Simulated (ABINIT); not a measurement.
# Cs2Ba (P4/mmm) in ABINIT: single point with LDA

Aim: the single point of Cs2Ba with LDA.

Everything below comes from runs of ABINIT 10.8.3 (patched build). Logs are shortened: lines on timing, memory, paths and dates and some standing lists are left out, and cuts for length are marked. The log counts tension as positive stress, the text compression.

## Step 1: The cell of the first run

It takes space group P4/mmm (No. 123, tetragonal). Conventional cell: a = 6.664 Å, b = 6.664 Å, c = 3.751 Å, α = 90.00°, β = 90.00°, γ = 90.00°. Cs (site symmetry mmm) is surrounded by 2 Ba at 3.33 Å and 2 Cs at 3.75 Å. Ba (site symmetry 4/mmm) is surrounded by 4 Cs at 3.33 Å and 2 Ba at 3.75 Å.

The cell was built by a generator and needn't be a form met in nature.

## Step 2: Single point, LDA (cell squeezed)

run.abi reads:

```
# Pseudopotentials
pp_dirpath "./"
pseudos "Cs.upf, Ba.upf"

# Structure
acell 3*1.0
rprim
    12.5934620099     0.0000000000     0.0000000000
     0.0000000000    12.5934620099     0.0000000000
     0.0000000000     0.0000000000     7.0875823311
ntypat 2
znucl 55 56
natom 3
typat 1 1 2
xred
     0.0000000000     0.5000000000     0.0000000000
     0.5000000000     0.0000000000     0.0000000000
     0.0000000000     0.0000000000     0.0000000000
chkprim 0
chksymtnons 0
tolsym 1.0e-6

# Plane-wave basis
ecut 18.0

# k points
kptopt 1
ngkpt 3 3 5
nshiftk 1
shiftk 0.0 0.0 0.0

# Exchange and correlation
ixc 7

# Bands and occupations
nband 18
occopt 3
tsmear 0.05 eV

# SCF cycle
nstep 100
tolvrs 1.0e-10

# Output
iomode 3
prtwf 0
prtden 0
prteig 0
prtebands 0
enunit 2
prtvol 2
```

Potentials or basis: PseudoDojo NC SR LDA v0.4.1 standard.

Run with:

```console
$ abinit run.abi > log 2>&1
```

run.abo:

```text
.Version 10.8.3 of ABINIT
 Symmetries : space group P4/m m m (#123); Bravais tP (primitive tetrag.)
================================================================================
 Values of the parameters that define the memory need of the present run
     intxc =       0    ionmov =       0      iscf =       7    lmnmax =       8
     lnmax =       8     mgfft =      50  mpssoang =       4    mqgrid =    3001
     natom =       3  nloc_mem =       1    nspden =       1   nspinor =       1
    nsppol =       1      nsym =      16    n1xccc =    2501    ntypat =       2
    occopt =       3   xclevel =       1
       mpw =        4111          nfft =       75000          nkpt =           9
================================================================================
================================================================================

--------------------------------------------------------------------------------
------------- Echo of variables that govern the present computation ------------
--------------------------------------------------------------------------------
 -outvars: echo values of preprocessed input variables --------
            acell      1.0000000000E+00  1.0000000000E+00  1.0000000000E+00 Bohr
              amu      1.32905430E+02  1.37327000E+02
          chkprim           0
      chksymtnons           0
             ecut      1.80000000E+01 Hartree
           enunit           2
              ixc           7
         kptrlatt        3    0    0      0    3    0      0    0    5
          kptrlen      3.54379117E+01
            natom           3
            nband          18
            ngfft          50      50      30
             nkpt           9
            nstep         100
             nsym          16
           ntypat           2
           occopt           3
           prtden           0
        prtebands           0
           prteig           0
           prtvol           2
            prtwf           0
            rprim      1.2593462010E+01  0.0000000000E+00  0.0000000000E+00
                       0.0000000000E+00  1.2593462010E+01  0.0000000000E+00
                       0.0000000000E+00  0.0000000000E+00  7.0875823311E+00
          spgroup         123
           tolsym      1.00000000E-06
           tolvrs      1.00000000E-10
           tsmear      1.83746611E-03 Hartree
            typat      1  1  2
           xangst      0.0000000000E+00  3.3320865487E+00  0.0000000000E+00
                       3.3320865487E+00  0.0000000000E+00  0.0000000000E+00
                       0.0000000000E+00  0.0000000000E+00  0.0000000000E+00
            xcart      0.0000000000E+00  6.2967310050E+00  0.0000000000E+00
                       6.2967310050E+00  0.0000000000E+00  0.0000000000E+00
                       0.0000000000E+00  0.0000000000E+00  0.0000000000E+00
             xred      0.0000000000E+00  5.0000000000E-01  0.0000000000E+00
                       5.0000000000E-01  0.0000000000E+00  0.0000000000E+00
                       0.0000000000E+00  0.0000000000E+00  0.0000000000E+00
            znucl       55.00000   56.00000

================================================================================

 chkinp: Checking input parameters for consistency.

================================================================================
== DATASET  1 ==================================================================

--- !DatasetInfo
iteration_state: {dtset: 1, }
dimensions: {natom: 3, nkpt: 9, mband: 18, nsppol: 1, nspinor: 1, nspden: 1, mpw: 4111, }
cutoff_energies: {ecut:  18.0, pawecutdg:  -1.0, }
electrons: {nelect:   2.80000000E+01, charge:   0.00000000E+00, occopt:   3.00000000E+00, tsmear:   1.83746611E-03, }
meta: {optdriver: 0, ionmov: 0, optcell: 0, iscf: 7, paral_kgb: 0, }
...

 Exchange-correlation functional for the present dataset will be:
  LDA: Perdew-Wang 92 LSD fit to Ceperley-Alder data - ixc=7
  J.P.Perdew and Y.Wang, PRB 45, 13244 (1992)

 Real(R)+Recip(G) space primitive vectors, cartesian coordinates (Bohr,Bohr^-1):
 R(1)= 12.5934620  0.0000000  0.0000000  G(1)=  0.0794063  0.0000000  0.0000000
 R(2)=  0.0000000 12.5934620  0.0000000  G(2)=  0.0000000  0.0794063  0.0000000
[... 146 lines left out ...]
    2     -0.00000000000000    -0.00000000000000    -0.00000000000000
    3     -0.00000000000000    -0.00000000000000    -0.00000000000000
 frms,max,avg= 0.0000000E+00 0.0000000E+00   0.000E+00  0.000E+00  0.000E+00 e/A
 length scales=  1.000000000000  1.000000000000  1.000000000000 bohr
              =  0.529177210544  0.529177210544  0.529177210544 angstroms
 Fermi (or HOMO) energy (hartree) =   0.16954   Average Vxc (hartree)=  -0.28871
 Eigenvalues (hartree) for nkpt=   9  k points:
 kpt#   1, nband= 18, wtk=  0.02222, kpt=  0.0000  0.0000  0.0000 (reduced coord)
  -0.89512   -0.70668   -0.70652   -0.37160   -0.37160   -0.32410   -0.21746   -0.21746
  -0.20641   -0.20641   -0.18779   -0.18731    0.09807    0.13385    0.16503    0.18019
   0.19106    0.21755
      occupation numbers for kpt#   1
   2.00000    2.00000    2.00000    2.00000    2.00000    2.00000    2.00000    2.00000
   2.00000    2.00000    2.00000    2.00000    2.00000    2.00000    1.84251    0.00608
   0.00002    0.00000
 kpt#   2, nband= 18, wtk=  0.08889, kpt=  0.3333  0.0000  0.0000 (reduced coord)
  -0.89502   -0.70734   -0.70660   -0.37141   -0.36093   -0.32395   -0.22766   -0.21836
  -0.21773   -0.20646   -0.18810   -0.18752    0.11629    0.15259    0.16145    0.18152
   0.21085    0.23179
      occupation numbers for kpt#   2
   2.00000    2.00000    2.00000    2.00000    2.00000    2.00000    2.00000    2.00000
   2.00000    2.00000    2.00000    2.00000    2.00000    1.99980    1.97580    0.00296
   0.00000    0.00000
 kpt#   3, nband= 18, wtk=  0.08889, kpt=  0.3333  0.3333  0.0000 (reduced coord)
[... 40 lines left out ...]
  -0.89163   -0.70141   -0.70070   -0.36600   -0.35981   -0.35611   -0.24177   -0.24053
  -0.22027   -0.21053   -0.20993   -0.20054    0.13436    0.15268    0.18309    0.18415
   0.20725    0.23077
      occupation numbers for kpt#   8
   2.00000    2.00000    2.00000    2.00000    2.00000    2.00000    2.00000    2.00000
   2.00000    2.00000    2.00000    2.00000    2.00000    1.99979    0.00126    0.00071
   0.00000    0.00000
 kpt#   9, nband= 18, wtk=  0.17778, kpt=  0.3333  0.3333  0.4000 (reduced coord)
  -0.89154   -0.70142   -0.70139   -0.35951   -0.35596   -0.35591   -0.24181   -0.24153
  -0.22192   -0.21856   -0.21521   -0.20599    0.15293    0.16243    0.18214    0.19748
   0.21801    0.24190
      occupation numbers for kpt#   9
   2.00000    2.00000    2.00000    2.00000    2.00000    2.00000    2.00000    2.00000
   2.00000    2.00000    2.00000    2.00000    1.99976    1.95912    0.00210    0.00000
   0.00000    0.00000
 Fermi (or HOMO) energy (eV) =   4.61354   Average Vxc (eV)=  -7.85633
 Eigenvalues (   eV  ) for nkpt=   9  k points:
 kpt#   1, nband= 18, wtk=  0.02222, kpt=  0.0000  0.0000  0.0000 (reduced coord)
 -24.35748  -19.22983  -19.22546  -10.11176  -10.11176   -8.81915   -5.91727   -5.91727
  -5.61659   -5.61659   -5.10997   -5.09706    2.66869    3.64212    4.49056    4.90321
   5.19910    5.91997
 kpt#   2, nband= 18, wtk=  0.08889, kpt=  0.3333  0.0000  0.0000 (reduced coord)
 -24.35485  -19.24761  -19.22751  -10.10656   -9.82143   -8.81509   -6.19484   -5.94193
  -5.92472   -5.61794   -5.11858   -5.10269    3.16430    4.15231    4.39341    4.93931
   5.73764    6.30722
 kpt#   3, nband= 18, wtk=  0.08889, kpt=  0.3333  0.3333  0.0000 (reduced coord)
 -24.35222  -19.24800  -19.24693   -9.81724   -9.81490   -8.81112   -6.25295   -6.13389
  -6.09157   -5.79850   -5.11935   -5.11615    3.60779    4.50851    4.72906    4.77739
   6.08804    6.38254
 kpt#   4, nband= 18, wtk=  0.04444, kpt=  0.0000  0.0000  0.2000 (reduced coord)
 -24.32253  -19.16958  -19.16568  -10.05609  -10.05609   -9.22017   -5.83951   -5.83951
  -5.73072   -5.70483   -5.55710   -5.55710    3.43080    3.91477    5.01685    5.01685
   5.10868    5.34737
 kpt#   5, nband= 18, wtk=  0.17778, kpt=  0.3333  0.0000  0.2000 (reduced coord)
[... 4 lines left out ...]
 -24.31738  -19.18766  -19.18671   -9.76823   -9.76601   -9.20934   -6.17265   -6.06454
  -6.00482   -5.74050   -5.73811   -5.72297    4.39468    4.80523    4.91098    5.06112
   6.16178    6.67323
 kpt#   7, nband= 18, wtk=  0.04444, kpt=  0.0000  0.0000  0.4000 (reduced coord)
 -24.26491  -19.06851  -19.06548   -9.96368   -9.96368   -9.79928   -6.56298   -6.53188
  -5.70754   -5.70754   -5.45614   -5.45614    3.56654    3.56654    4.49427    4.63108
   5.43716    6.10617
 kpt#   8, nband= 18, wtk=  0.17778, kpt=  0.3333  0.0000  0.4000 (reduced coord)
 -24.26243  -19.08621  -19.06691   -9.95930   -9.79101   -9.69012   -6.57889   -6.54504
  -5.99387   -5.72880   -5.71254   -5.45697    3.65611    4.15469    4.98208    5.01091
   5.63963    6.27951
 kpt#   9, nband= 18, wtk=  0.17778, kpt=  0.3333  0.3333  0.4000 (reduced coord)
 -24.25995  -19.08648  -19.08574   -9.78273   -9.68629   -9.68469   -6.58009   -6.57243
  -6.03885   -5.94729   -5.85623   -5.60515    4.16145    4.42005    4.95635    5.37366
   5.93247    6.58234
 Total charge density [el/Bohr^3]
)     Maximum=    2.2029E-01  at reduced coord.    0.9200    0.9400    0.9667
)Next maximum=    2.2029E-01  at reduced coord.    0.0800    0.9400    0.9667
)     Minimum=    7.3369E-04  at reduced coord.    0.0000    0.0000    0.0000
)Next minimum=    1.2149E-03  at reduced coord.    0.5000    0.5000    0.1000
   Integrated=    2.8000E+01

--- !EnergyTerms
iteration_state     : {dtset: 1, }
comment             : Components of total free energy in Hartree
kinetic             :  1.70809819038091E+01
hartree             :  1.43593441305545E+01
xc                  : -2.04566226556309E+01
Ewald energy        : -4.77741990006311E+01
psp_core            :  1.72690012275182E+00
local_psp           : -5.01535662638124E+01
non_local_psp       :  1.02380530083148E+01
internal            : -7.49791087546442E+01
'-kT*entropy'       : -8.83760333614413E-04
total_energy        : -7.49799925149778E+01
total_energy_eV     : -2.04030953704583E+03
band_energy         : -8.73431679311741E+00
...

 Cartesian components of stress tensor (hartree/bohr^3)
  sigma(1 1)= -8.91833266E-05  sigma(3 2)=  0.00000000E+00
  sigma(2 2)= -8.91833266E-05  sigma(3 1)=  0.00000000E+00
  sigma(3 3)=  3.47036057E-05  sigma(2 1)=  0.00000000E+00

-Cartesian components of stress tensor (GPa)         [Pressure=  1.4089E+00 GPa]
- sigma(1 1)= -2.62386406E+00  sigma(3 2)=  0.00000000E+00
- sigma(2 2)= -2.62386406E+00  sigma(3 1)=  0.00000000E+00
- sigma(3 3)=  1.02101533E+00  sigma(2 1)=  0.00000000E+00

== END DATASET(S) ==============================================================
================================================================================

 -outvars: echo values of variables after computation  --------
            acell      1.0000000000E+00  1.0000000000E+00  1.0000000000E+00 Bohr
           etotal     -7.4979992515E+01
            fcart     -0.0000000000E+00 -0.0000000000E+00 -0.0000000000E+00
                      -0.0000000000E+00 -0.0000000000E+00 -0.0000000000E+00
                      -0.0000000000E+00 -0.0000000000E+00 -0.0000000000E+00
            rprim      1.2593462010E+01  0.0000000000E+00  0.0000000000E+00
                       0.0000000000E+00  1.2593462010E+01  0.0000000000E+00
                       0.0000000000E+00  0.0000000000E+00  7.0875823311E+00
           strten     -8.9183326553E-05 -8.9183326553E-05  3.4703605668E-05
                       0.0000000000E+00  0.0000000000E+00  0.0000000000E+00
           xangst      0.0000000000E+00  3.3320865487E+00  0.0000000000E+00
                       3.3320865487E+00  0.0000000000E+00  0.0000000000E+00
                       0.0000000000E+00  0.0000000000E+00  0.0000000000E+00
             xred      0.0000000000E+00  5.0000000000E-01  0.0000000000E+00
                       5.0000000000E-01  0.0000000000E+00  0.0000000000E+00
                       0.0000000000E+00  0.0000000000E+00  0.0000000000E+00
 Calculation completed.
```

Wall time 28 s (1 thread of Arm Neoverse V1, shared host); peak memory 0.07 GiB.

What came out:

```yaml
Free_energy: -2040.3095 eV
Pressure: 1.4 GPa
Band_gap_on_the_k_mesh: none (metal or under the smearing width)
Valence_electrons_inside_the_program's_atomic_spheres: Cs 4.46; Ba 5.23
```

Levels at points of the mesh, in eV from the Fermi level:
| k point | band 11 | band 12 | band 13 | band 14 | band 15 | band 16 | band 17 | band 18 |
| --- | --- | --- | --- | --- | --- | --- | --- | --- |
| (0.00, 0.00, 0.00) | -9.72 | -9.71 | -1.94 | -0.97 | -0.12 | 0.29 | 0.59 | 1.31 |

Caveat: this set's barium file shifts pressures by 1 GPa against other sets; this release of the barium file is off. The run has no spin-orbit coupling, so splittings on Ba, Cs are missing.
